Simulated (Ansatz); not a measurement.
**FH3HfS3: a ladder of functionals and wavefunction methods**

An exercise on one series of results from a longer session: the logs are not shown, and one member is left open.

The runs use Ansatz 0.2.0, Gaussian basis; functionals in def2-TZVPP, the program's frozen cores in correlated methods.

Levels to be run: LDA (SPW92), PBE-D4, revPBE-D4, BLYP-D4, r2SCAN-D4, B97M-V, PBE0-D4, B3LYP-D4, r2SCANh-D4, r2SCAN0-D4, HSE06-D4, BHLYP-D4, CAM-B3LYP-D4, LC-ωPBE, ωB97X-V, ωB97M-V, B2PLYP, PBE-QIDH; CCSD(T)/def2-SVP; CCSD(T)/def2-TZVPP; MP2/def2-QZVPP; extrapolation to the limit; RPA on PBE.

**Structure used throughout**

The geometry comes from an earlier relaxation with PBE0-D4 in a triple-zeta def2 set; it is a stationary point, not always the lowest conformer. Hf takes the def2 core potential; no spin-orbit term is included.

SMILES `[F][Hf]([SH])([SH])[SH]`, 8 atoms, charge 0, spin multiplicity 1.

Atoms are counted from 1 here; the program's logs count them from 0.

Bond lengths: F1–Hf2 1.894 Å, Hf2–S3 2.427 Å, Hf2–S4 2.427 Å, Hf2–S5 2.427 Å, S3–H6 1.349 Å, S4–H7 1.349 Å, S5–H8 1.349 Å. Angles: F1–Hf2–S3 111.2°, F1–Hf2–S4 111.2°, F1–Hf2–S5 111.2°, S3–Hf2–S4 107.7°, S3–Hf2–S5 107.7°, S4–Hf2–S5 107.7°, Hf2–S3–H6 90.9°, Hf2–S4–H7 91.0°, Hf2–S5–H8 91.0°.

As a file:

```tsv
atom	x (Å)	y (Å)	z (Å)
F1	-1.6862	0.5600	-0.8250
Hf2	-0.0562	0.0187	-0.0275
S3	1.7317	1.5761	-0.5432
S4	-0.2588	-0.0992	2.3877
S5	0.6221	-2.1724	-0.8193
H6	0.8973	2.6235	-0.3783
H7	-1.4882	-0.6445	2.2806
H8	0.2384	-1.8623	-2.0750
```

Set-up of the first run:

Input file in.yaml:

```yaml
crystal:
  periodic: [false, false, false]
  atoms:
    - {symbol: F, position_ang: [-1.686198, 0.560039, -0.825045]}
    - {symbol: Hf, position_ang: [-0.056204, 0.018748, -0.027461]}
    - {symbol: S, position_ang: [1.731690, 1.576131, -0.543239]}
    - {symbol: S, position_ang: [-0.258833, -0.099212, 2.387729]}
    - {symbol: S, position_ang: [0.622095, -2.172376, -0.819264]}
    - {symbol: H, position_ang: [0.897325, 2.623469, -0.378263]}
    - {symbol: H, position_ang: [-1.488246, -0.644517, 2.280563]}
    - {symbol: H, position_ang: [0.238381, -1.862283, -2.075009]}
basis:
  gaussian: {orbitals: def2-TZVPP}
hamiltonian: {xc: lda}
output: {orbitals: {seedname: orbitals}}
```

Command:

```bash
$ ansatz run in.yaml --threads 4 --pin off --events-out ev --progress --plain --max-ram 10444MiB
```

Steps of the session up to this table: LDA; PBE-D4 (GGA); revPBE-D4 (GGA); BLYP-D4 (GGA); r2SCAN-D4 (meta-GGA); B97M-V (meta-GGA); PBE0-D4 (hybrid); B3LYP-D4 (hybrid); r2SCANh-D4 (hybrid); r2SCAN0-D4 (hybrid); HSE06-D4 (hybrid); BHLYP-D4 (hybrid); CAM-B3LYP-D4 (range-separated); LC-ωPBE (range-separated); ωB97X-V (range-separated); ωB97M-V (range-separated); B2PLYP (double hybrid); PBE-QIDH (double hybrid).

One table of the session follows, with a row left open; its other results are not shown here.

It belongs to the step «Frontier levels by functional». 

| functional | HOMO (eV) | LUMO (eV) | gap (eV) |
| --- | --- | --- | --- |
| LDA (SPW92) | -6.82 | -2.80 | 4.02 |
| PBE-D4 | -6.67 | -2.57 | 4.10 |
| revPBE-D4 | -6.61 | -2.48 | 4.13 |
| BLYP-D4 | ? | ? | ? |
| r2SCAN-D4 | -6.97 | -2.40 | 4.57 |
| B97M-V | -7.02 | -2.33 | 4.69 |
| PBE0-D4 | -7.86 | -1.77 | 6.09 |
| B3LYP-D4 | -7.60 | -1.95 | 5.65 |
| r2SCANh-D4 | -7.41 | -2.11 | 5.30 |
| r2SCAN0-D4 | -8.06 | -1.66 | 6.40 |
| HSE06-D4 | -7.46 | -2.14 | 5.32 |
| BHLYP-D4 | -8.89 | -0.79 | 8.10 |
| CAM-B3LYP-D4 | -9.13 | -0.67 | 8.46 |
| LC-ωPBE | -10.54 | 0.42 | 10.95 |
| ωB97X-V | -10.17 | 0.35 | 10.52 |
| ωB97M-V | -9.99 | 0.27 | 10.26 |

Q: Estimate the row for BLYP-D4 from the others.

Worked estimate for «HOMO (eV)». Against the share of exact exchange, B3LYP-D4 (0.2, -7.60), BHLYP-D4 (0.5, -8.89) give a slope of -4.30 per unit share; at 0 the line stands at -6.74.

**Answer.** HOMO (eV): -6.49; LUMO (eV): -2.42; gap (eV): 4.07. In «HOMO (eV)» the line misses by -0.25.
